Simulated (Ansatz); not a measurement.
# Si: a strain scan

This session takes Si and sets out to see how energy and stress answer to the strain pattern (1, -1, 0, 0, 0, 0).

Program: Ansatz 0.2.0. Level of theory: DFT LDA, scalar-relativistic, plane waves, PAW. These are calculated values, not measurements.

## Step 1: The structure to begin with

The structure is hexagonal, space group P6/mmm (No. 191). Conventional cell: a = 2.608 Å, b = 2.608 Å, c = 2.471 Å, α = 90.00°, β = 90.00°, γ = 120.00°. Si (site symmetry 6/mmm) has 8 Si at 2.47 to 2.61 Å as nearest neighbours.

As a file:

```cif
data_structure
_symmetry_space_group_name_H-M 'P6/mmm'
_symmetry_Int_Tables_number 191
_cell_length_a 2.6085
_cell_length_b 2.6085
_cell_length_c 2.4708
_cell_angle_alpha 90.000
_cell_angle_beta 90.000
_cell_angle_gamma 120.000
_cell_volume 14.56
loop_
_atom_site_label
_atom_site_type_symbol
_atom_site_symmetry_multiplicity
_atom_site_Wyckoff_symbol
_atom_site_fract_x
_atom_site_fract_y
_atom_site_fract_z
_atom_site_occupancy
Si1 Si 1 a 0.00000 0.00000 0.00000 1
```

It goes back to an entry of the Materials Project, which need not be the stable form.

It is the result of an earlier relaxation at this level (volume 14.56 Å³/atom; gap on the mesh: none (metal)).

## Step 2: Zero of energy

Reference values: F = -608.4277 eV; pressure 0.03 GPa; largest force 0.000 eV/Å; gap on the mesh none (metal). It was computed beforehand with the settings of the runs below.

## Step 3: Setting up a strain scan

The cell is strained by ε times the Voigt pattern (1, -1, 0, 0, 0, 0) (xx, yy, zz, yz, xz, xy; engineering shear), with fractional coordinates fixed (clamped ions). The stress on the pattern is the sum of the stress components weighted by it, tension positive.

## Step 4: Point ε = -0.0600

Contents of input.yaml:

```yaml
crystal:
  lattice:
    - [2.451981912, 0.0, 0.0]
    - [-1.225990956, 2.3945610032, 0.0]
    - [0.0, 0.0, 2.4707612611]
  atoms:
    - { symbol: Si, position: [0.0, 0.0, 0.0] }
basis:
  ecutwfc: 420
kpoints:
  mp_grid: { grid: [24, 24, 24] }
hamiltonian:
  xc: lda
scf:
  occupations: { method: gaussian, width: 0.15 }
output:
  forces: true
  stress: true
  eigenvalues: true
```

Launch:

```bash
$ ansatz run input.yaml --threads 1 --pin off --max-ram 2560MiB --backend cpu --events-out ev --progress --plain --runs-dir out
```

## Step 5: Point ε = 0.0450

input.yaml, as its differences from that of step 4:

```diff
@@ -2,4 +2,4 @@
   lattice:
-    - [2.451981912, 0.0, 0.0]
-    - [-1.225990956, 2.3945610032, 0.0]
+    - [2.7258735086, 0.0, 0.0]
+    - [-1.3629367543, 2.1573639227, 0.0]
     - [0.0, 0.0, 2.4707612611]
```

## Step 6: At ε = -0.0300

input.yaml, as its differences from that of step 5:

```diff
@@ -2,4 +2,4 @@
   lattice:
-    - [2.7258735086, 0.0, 0.0]
-    - [-1.3629367543, 2.1573639227, 0.0]
+    - [2.5302366539, 0.0, 0.0]
+    - [-1.265118327, 2.3267904087, 0.0]
     - [0.0, 0.0, 2.4707612611]
```

## Step 7: At ε = 0.0150

input.yaml, as its differences from that of step 6:

```diff
@@ -2,4 +2,4 @@
   lattice:
-    - [2.5302366539, 0.0, 0.0]
-    - [-1.265118327, 2.3267904087, 0.0]
+    - [2.6476187667, 0.0, 0.0]
+    - [-1.3238093834, 2.2251345171, 0.0]
     - [0.0, 0.0, 2.4707612611]
```

## Step 8: Point ε = 0.0600

input.yaml, as its differences from that of step 7:

```diff
@@ -2,4 +2,4 @@
   lattice:
-    - [2.6476187667, 0.0, 0.0]
-    - [-1.3238093834, 2.2251345171, 0.0]
+    - [2.7650008795, 0.0, 0.0]
+    - [-1.3825004398, 2.1234786254, 0.0]
     - [0.0, 0.0, 2.4707612611]
```

## Step 9: ε = -0.0450

input.yaml, as its differences from that of step 8:

```diff
@@ -2,4 +2,4 @@
   lattice:
-    - [2.7650008795, 0.0, 0.0]
-    - [-1.3825004398, 2.1234786254, 0.0]
+    - [2.491109283, 0.0, 0.0]
+    - [-1.2455546415, 2.360675706, 0.0]
     - [0.0, 0.0, 2.4707612611]
```

## Step 10: Point ε = 0.0300

input.yaml, as its differences from that of step 9:

```diff
@@ -2,4 +2,4 @@
   lattice:
-    - [2.491109283, 0.0, 0.0]
-    - [-1.2455546415, 2.360675706, 0.0]
+    - [2.6867461377, 0.0, 0.0]
+    - [-1.3433730688, 2.1912492199, 0.0]
     - [0.0, 0.0, 2.4707612611]
```

## Step 11: Point ε = -0.0150

input.yaml, as its differences from that of step 10:

```diff
@@ -2,4 +2,4 @@
   lattice:
-    - [2.6867461377, 0.0, 0.0]
-    - [-1.3433730688, 2.1912492199, 0.0]
+    - [2.5693640249, 0.0, 0.0]
+    - [-1.2846820124, 2.2929051115, 0.0]
     - [0.0, 0.0, 2.4707612611]
```

## Step 12: At ε = 0.0525

input.yaml, as its differences from that of step 11:

```diff
@@ -2,4 +2,4 @@
   lattice:
-    - [2.5693640249, 0.0, 0.0]
-    - [-1.2846820124, 2.2929051115, 0.0]
+    - [2.7454371941, 0.0, 0.0]
+    - [-1.372718597, 2.1404212741, 0.0]
     - [0.0, 0.0, 2.4707612611]
```

(Steps that only read results are left out.)

Before running it: what results should come out? Wanted: slope of the stress at ε = 0, over ±0.0150.

**Answer**, as computed:

```
                                  quantity    value
slope of the stress at ε = 0, over ±0.0150  128 GPa
```

**Reading.** The slope of the stress at zero strain, 128 GPa, estimates C11 + C22 − 2 C12 with clamped ions in this Cartesian frame. No sampled point lies below the undisturbed cell.
